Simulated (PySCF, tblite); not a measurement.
**C₃H₂BrCl₂ radical: geometry, infrared bands and EPR parameters**

Wanted: the infrared bands and EPR parameters of C₃H₂BrCl₂ radical (`ClC(Cl)=C[CH]Br`), by calculation.

The runs use tblite 0.8.0 and PySCF 2.14.0, with density-fitted response routines of our own; the level of theory stands in each step. All values are computed, except where a source is named. Atoms count from 0, in the outputs and in this text.

## (1) Starting geometry

8 atoms, charge 0, multiplicity 2; geometry from: force field or distance geometry start.

Bonds of the start (Å): Cl0–C1 1.74, C1–Cl2 1.75, C1–C3 1.34, C3–C4 1.49, C4–Br5 1.93, C3–H6 1.09, C4–H7 1.12.

## (2) Optimising the geometry with GFN2-xTB

The job: settings as JSON, then the geometry in Å.

```
{"job": {"kind": "relax", "xc": "GFN2-xTB", "basis": "xTB"}, "charge": 0, "multiplicity": 2}
Cl     0.636800     1.174200    -1.509700
C      1.080000     0.172600    -0.158100
Cl     2.717500     0.105300     0.459500
C      0.087700    -0.551900     0.388400
C     -1.249200    -0.389900    -0.240200
Br    -2.346300     0.580500     1.022500
H      0.259300    -1.215500     1.239900
H     -1.176800     0.134100    -1.226700
```

Run with:

```sh
$ OMP_NUM_THREADS=1 python probes_run.py task.json out
```

The driver reads the jobs from task.json and runs them one after another.

Output:

```text
step      E/eV     max force
  0    -558.16032    1.893
  1    -558.31482    1.444
  2    -558.54847    1.073
  3    -558.60229    0.916
  4    -558.69968    0.805
  5    -558.74940    0.892
  6    -558.79213    0.725
  7    -558.82551    0.624
  8    -558.86314    0.713
  9    -558.91134    0.702
 10    -558.97185    0.808
 11    -559.03660    0.709
 12    -559.10030    0.866
 13    -559.16660    0.965
 14    -559.23055    0.952
 15    -559.27115    0.515
 16    -559.29501    0.414
 17    -559.31337    0.380
 18    -559.32586    0.593
 19    -559.33940    0.523
 20    -559.35028    0.286
 21    -559.35639    0.161
 22    -559.35890    0.180
 23    -559.36939    0.274
 24    -559.37726    0.267
 25    -559.38469    0.321
 26    -559.39008    0.247
 27    -559.39507    0.176
 28    -559.39840    0.165
 29    -559.40088    0.193
 30    -559.40314    0.197
 31    -559.40531    0.143
 32    -559.40694    0.102
 33    -559.40780    0.063
 34    -559.40817    0.055
 35    -559.40838    0.056
 36    -559.40866    0.062
 37    -559.40909    0.047
 38    -559.40959    0.057
 39    -559.40997    0.047
 40    -559.41020    0.041
 41    -559.41043    0.034
 42    -559.41069    0.038
 43    -559.41089    0.035
 44    -559.41098    0.023
 45    -559.41101    0.017
 46    -559.41104    0.016
 47    -559.41107    0.011
 48    -559.41108    0.006
```

It took 0.24 s on 1 thread of Arm Neoverse V2, shared host.

Relaxation path: (not every step is listed)

| step | energy from step 0 (eV) | largest force (eV/Å) |
| --- | --- | --- |
| 0 | 0.0000 | 1.8934 |
| 1 | -0.1545 | 1.4440 |
| 2 | -0.3881 | 1.0726 |
| 3 | -0.4420 | 0.9158 |
| 4 | -0.5394 | 0.8054 |
| 5 | -0.5891 | 0.8916 |
| 6 | -0.6318 | 0.7250 |
| 7 | -0.6652 | 0.6242 |
| 8 | -0.7028 | 0.7134 |
| 11 | -0.8763 | 0.7088 |
| 14 | -1.0702 | 0.9524 |
| 17 | -1.1531 | 0.3800 |
| 20 | -1.1900 | 0.2862 |
| 23 | -1.2091 | 0.2740 |
| 26 | -1.2298 | 0.2474 |
| 29 | -1.2406 | 0.1933 |
| 32 | -1.2466 | 0.1021 |
| 35 | -1.2481 | 0.0557 |
| 38 | -1.2493 | 0.0567 |
| 41 | -1.2501 | 0.0337 |
| 43 | -1.2506 | 0.0346 |
| 44 | -1.2507 | 0.0226 |
| 45 | -1.2507 | 0.0171 |
| 46 | -1.2507 | 0.0162 |
| 47 | -1.2508 | 0.0114 |
| 48 | -1.2508 | 0.0057 |

Close pairs (by a distance rule), those that changed most:

```
  bond  before (Å)  after (Å)  change (Å)
 C3–C4       1.486      1.369      -0.117
C4–Br5       1.934      1.864      -0.070
C1–Cl2       1.751      1.707      -0.045
 C4–H7       1.119      1.076      -0.044
 C1–C3       1.345      1.379      +0.035
Cl0–C1       1.740      1.709      -0.031
 C3–H6       1.093      1.081      -0.012
```

The end geometry stands in the next job.

## (3) Harmonic vibrations with GFN2-xTB

The job: settings as JSON, then the geometry in Å.

```
{"job": {"kind": "ir", "xc": "GFN2-xTB", "basis": "xTB"}, "charge": 0, "multiplicity": 2}
Cl     1.184241     0.894520    -1.805157
C      1.203662     0.137501    -0.273648
Cl     2.749802    -0.179485     0.376084
C      0.052552    -0.201843     0.406363
C     -1.217935     0.022059    -0.051680
Br    -2.709144    -0.475234     0.950002
H      0.185328    -0.677106     1.368424
H     -1.439450     0.488999    -0.994953
```

Output:

```text
mode    cm-1     km/mol
  1     103.9      3.26
  2     116.3      2.30
  3     176.7      0.76
  4     185.2      1.16
  5     306.9      0.35
  6     342.1      0.95
  7     357.8      4.97
  8     611.3      2.57
  9     615.8      6.12
 10     723.0      0.62
 11     870.0      7.70
 12     902.6     18.23
 13    1174.1     32.87
 14    1237.6      0.53
 15    1323.8     14.04
 16    1448.5    183.83
 17    3077.0      0.14
 18    3115.3     19.06
```

It took 0.19 s on 1 thread of Arm Neoverse V2, shared host.

The strongest bands and the atoms that carry them (share of the mass-weighted mode):

```
cm⁻¹  km/mol                       atoms
 358     5.0  Cl2 43 %, C4 19 %, C3 19 %
 616     6.1   H7 55 %, C4 23 %, C3 16 %
 870     7.7            C1 62 %, C4 15 %
 903    18.2   H6 73 %, H7 14 %, C3 12 %
1174    32.9            H7 71 %, H6 15 %
1324    14.0   C1 41 %, C4 29 %, C3 26 %
1448   183.8   C3 60 %, C4 20 %, C1 11 %
3115    19.1                     H7 91 %
```

## (4) g tensor and hyperfine couplings: B3LYP/def2-TZVP-core+pcH-1

The job, as its differences from that of step 3:

```diff
@@ -1,2 +1,2 @@
-{"job": {"kind": "ir", "xc": "GFN2-xTB", "basis": "xTB"}, "charge": 0, "multiplicity": 2}
+{"job": {"kind": "epr", "basis": "pcH-1"}, "charge": 0, "multiplicity": 2}
 Cl     1.184241     0.894520    -1.805157
```

Level: UKS B3LYP, def2-TZVP-core on Br, pcH-1 on C Cl H, non-relativistic, mean-field spin-orbit, GIAO.

Output:

```text
UKS, coarse grid
  cycle   1  E = -3610.00698325  |g| = 1.59e+00
  cycle   2  E = -3609.96215852  |g| = 6.84e-01
  cycle   3  E = -3609.93883966  |g| = 5.41e-01
  cycle   4  E = -3610.05807668  |g| = 1.72e-01
  cycle   5  E = -3610.07129831  |g| = 2.71e-02
  cycle   6  E = -3610.07164080  |g| = 1.47e-02
  cycle   7  E = -3610.07177246  |g| = 3.97e-03
  cycle   8  E = -3610.07179255  |g| = 2.35e-03
  cycle   9  E = -3610.07179723  |g| = 1.21e-03
  cycle  10  E = -3610.07179869  |g| = 4.24e-04
UKS, final grid
  cycle   1  E = -3610.07179387  |g| = 3.60e-04
  cycle   2  E = -3610.07179377  |g| = 5.62e-04
  cycle   3  E = -3610.07179393  |g| = 5.15e-05
  cycle   4  E = -3610.07179393  |g| = 2.93e-05
E = -3610.07179393 Eh   <S^2> = 0.7744 (exact 0.7500)
g shifts (ppm)      1          2          3
  rmc          -197       -197       -197
  gc            -10         42         49
  oz_so       -3403      16976      21452
  total       -3610      16821      21304
hyperfine (MHz)  atom isotope    a_iso     a_fc   dipolar eigenvalues
    0  35Cl       3.33       3.23    -16.55     -8.92     25.47
    1   13C      76.17      75.83    -53.70    -51.91    105.60
    2  35Cl       4.16       4.36    -20.44    -12.39     32.82
    3   13C     -45.67     -45.75    -28.13     11.27     16.86
    4   13C      63.83      61.87    -48.97    -46.41     95.39
    5  79Br       2.52       7.83    -99.87    -53.44    153.31
    6    1H      11.83      11.74     -4.96     -1.79      6.74
    7    1H     -38.01     -38.39    -19.52     -2.25     21.77
```

Wall time 1.8 min (1 thread of Arm Neoverse V2, shared host); peak memory 1.1 GiB.

Principal g values 1.99871, 2.01914, 2.02362; g(iso) = 2.01382, against 2.00232 for a free electron.

Hyperfine couplings, nucleus by nucleus at this fixed geometry (no averaging over rotations):

```
nuclei  isotope  a(iso) (MHz)  a(iso) (G, at g = 2.0023)  largest dipolar term (MHz)
    C1      13C          76.2                       27.2                       105.6
    C4      13C          63.8                       22.8                        95.4
    C3      13C         -45.7                      -16.3                       -28.1
    H7       1H         -38.0                      -13.6                        21.8
    H6       1H          11.8                        4.2                         6.7
   Cl2     35Cl           4.2                        1.5                        32.8
   Cl0     35Cl           3.3                        1.2                        25.5
   Br5     79Br           2.5                        0.9                       153.3
```

Mulliken spin populations:

| atom | value (e) |
| --- | --- |
| Cl0 | 0.04 |
| C1 | 0.53 |
| Cl2 | 0.05 |
| C3 | -0.24 |
| C4 | 0.57 |
| Br5 | 0.05 |
| H6 | 0.01 |
| H7 | -0.02 |

In first order the couplings over 0.8 MHz of 1H, 35Cl, 79Br give 244 distinct lines over 28.5 G.

The fields below are evaluated on a grid from the run's orbitals.

ELF in a plane through or near 8 of the atoms.

Values, 10 rows by 14 columns:
```
0.00 0.00 0.00 0.00 0.00 0.00 0.00 0.00 0.00 0.00 0.00 0.00 0.00 0.00
0.00 0.00 0.00 0.02 0.07 0.13 0.12 0.01 0.00 0.00 0.00 0.00 0.00 0.00
0.00 0.00 0.01 0.42 0.75 0.79 0.82 0.04 0.13 0.21 0.00 0.00 0.00 0.00
0.00 0.00 0.01 0.68 0.87 0.69 0.81 0.06 1.00 0.93 0.02 0.21 0.07 0.00
0.00 0.01 0.06 0.05 0.18 0.83 0.35 0.24 0.43 0.60 0.59 0.86 0.58 0.05
0.00 0.13 0.72 0.87 0.75 0.20 0.92 0.26 0.73 0.83 0.57 0.25 0.63 0.07
0.00 0.07 0.62 0.25 0.28 0.28 0.42 0.97 0.23 0.56 0.30 0.56 0.28 0.01
0.00 0.01 0.16 0.76 0.89 0.23 0.40 1.00 0.42 0.34 0.83 0.62 0.06 0.00
0.00 0.00 0.00 0.08 0.17 0.01 0.00 0.12 0.00 0.01 0.07 0.02 0.00 0.00
0.00 0.00 0.00 0.00 0.00 0.00 0.00 0.00 0.00 0.00 0.00 0.00 0.00 0.00
```
The map spans 10.9 Å across and 8.7 Å up, centred on the molecule. Atoms in the plane (x, y in Å): Cl0 (-1.6, 1.7), C1 (-1.2, 0.1), Cl2 (-2.6, -0.9), C3 (0.0, -0.5), C4 (1.2, 0.3), Br5 (2.9, -0.5), H6 (0.1, -1.5), H7 (1.2, 1.4).

On the surface of density 0.002 e/bohr³ the electrostatic potential runs, from the 1st to the 99th percentile, from -0.23 V near Br5 to 1.20 V near H7.

The spin density lies nearest to C1, C4 about 32 % each; C3 9 % (beta excess); Br5 9 %; Cl0, Cl2 about 7 % each.

## (5) What came out

| quantity | value |
| --- | --- |
| strongest single infrared mode (GFN2-xTB) | 1448 cm⁻¹, 184 km/mol |
| zero-point energy (GFN2-xTB) | 23.9 kcal/mol |
| g(iso) (B3LYP) | 2.01382 |
| ⟨S²⟩ | 0.774 (exact 0.75) |
| largest a(iso) | 13C on C1, 76.2 MHz |
| surface potential, 1st and 99th percentile | -0.23 V and 1.20 V |

**Reading.** The optimisation took 48 steps and gained 1.251 eV; among the close pairs (by a distance rule), C3–C4 changed most, from 1.486 to 1.369 Å. All 18 modes are real, so the xTB geometry is a minimum. The strongest single mode, at 1448 cm⁻¹, moves mainly C3. GFN2-xTB is a fitted tight-binding method: band positions and strengths are rough. Its intensities can rank the bands wrongly. The largest spin populations lie on C4 (0.57 e), C1 (0.53 e). The isotropic g lies 11.5 ppt above the free-electron value. The hyperfine terms hold no scalar relativity, which the heavier nuclei need.
